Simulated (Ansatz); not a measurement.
**CHGeP+ (doublet): wave-function methods side by side, cc-pVDZ**

Aim: climb from Hartree-Fock through coupled cluster for CHGeP+ (doublet) at one geometry and basis, and see what each rung misses.

Method: cc-pVDZ, core rule «outside noble gas», up to 20 orbitals frozen; program: Ansatz 0.2.0, Gaussian basis.

Plan: UHF; CCSD(T) on ROHF; CCSD(T) on UHF; BCCD(T) on ROHF; CISD as a restricted active space (open shells left free, so some higher excitations enter); CCSDT(Q) on ROHF; CCSDT(Q) on UHF.

4 further runs of the same task are left out: 4 set aside as unsound or not needed. Runs told in other sessions of the task aren't counted.

## (1) What is computed

The geometry is a PBE0/def2-TZVP stationary point (not a proven minimum) of the parent state, kept for this charge and spin. No spin-orbit coupling is included. The filled d shell of Ge may be among the frozen orbitals whatever the setting's name suggests.

4 atoms, charge 1, spin multiplicity 2.

Atoms are counted from 1 here; the program's logs count them from 0.

Bond lengths: Ge1–C2 1.781 Å, C2–P3 1.638 Å, P3–H4 1.442 Å. Angles: Ge1–C2–P3 169.9°, C2–P3–H4 100.5°.

## (2) UHF

File in.yaml:

```yaml
crystal:
  periodic: [false, false, false]
  atoms:
    - {symbol: Ge, position_ang: [0.000025, -0.311263, 2.256076]}
    - {symbol: C, position_ang: [-0.000208, -0.218751, 0.477203]}
    - {symbol: P, position_ang: [0.000039, -0.421831, -1.147945]}
    - {symbol: H, position_ang: [0.000144, 0.951846, -1.585334]}
basis:
  gaussian: {orbitals: cc-pVDZ}
total_charge: 1
magnetization: {spin_polarized: true, initial_magnetization: 1}
hamiltonian: {xc: hf}
output: {orbitals: {seedname: orbitals}}
```

On the command line:

```console
ansatz run in.yaml --threads 1 --pin off --events-out ev --progress --plain --max-ram 4096MiB --backend cpu
```

The runs that follow: CCSD(T) on ROHF; CCSD(T) on UHF; BCCD(T) on ROHF; CISD as a restricted active space (open shells left free, so some higher excitations enter); CCSDT(Q) on ROHF; CCSDT(Q) on UHF.

**Question.** What will the summary of the whole plan be? Wanted: RCCSDT(Q) from the RHF energy; RMP2 from RCCSDT(Q); UMP2 from RCCSDT(Q); RCCSD from RCCSDT(Q); RCCSD(T) from RCCSDT(Q); UCCSD(T) from RCCSDT(Q); UCCSDT(Q) from RCCSDT(Q); T1 diagnostic.

The runs gave:

```
                         quantity              value
    RCCSDT(Q) from the ROHF energy         -9.0887 eV
              RMP2 from RCCSDT(Q)        +1610.5 meV
              UMP2 from RCCSDT(Q)        +1853.9 meV
             RCCSD from RCCSDT(Q)         +516.1 meV
          RCCSD(T) from RCCSDT(Q)          +91.0 meV
          UCCSD(T) from RCCSDT(Q)         +117.6 meV
         UCCSDT(Q) from RCCSDT(Q)           -3.7 meV
levels within 1 kcal/mol (43 meV)  RCCSDT, UCCSDT(Q)
                    T1 diagnostic              0.042
```

**Reading.** RCCSD(T) misses by +91.0 meV, 1.0 % of the correlation energy. CCSD(T) misses by +91.0 meV on the restricted determinant and by +117.6 meV on the unrestricted one; the two need not hold the same state or core. These misses are within one basis, not against nature; the frozen cores of restricted and unrestricted runs differ, which can shift their rows.
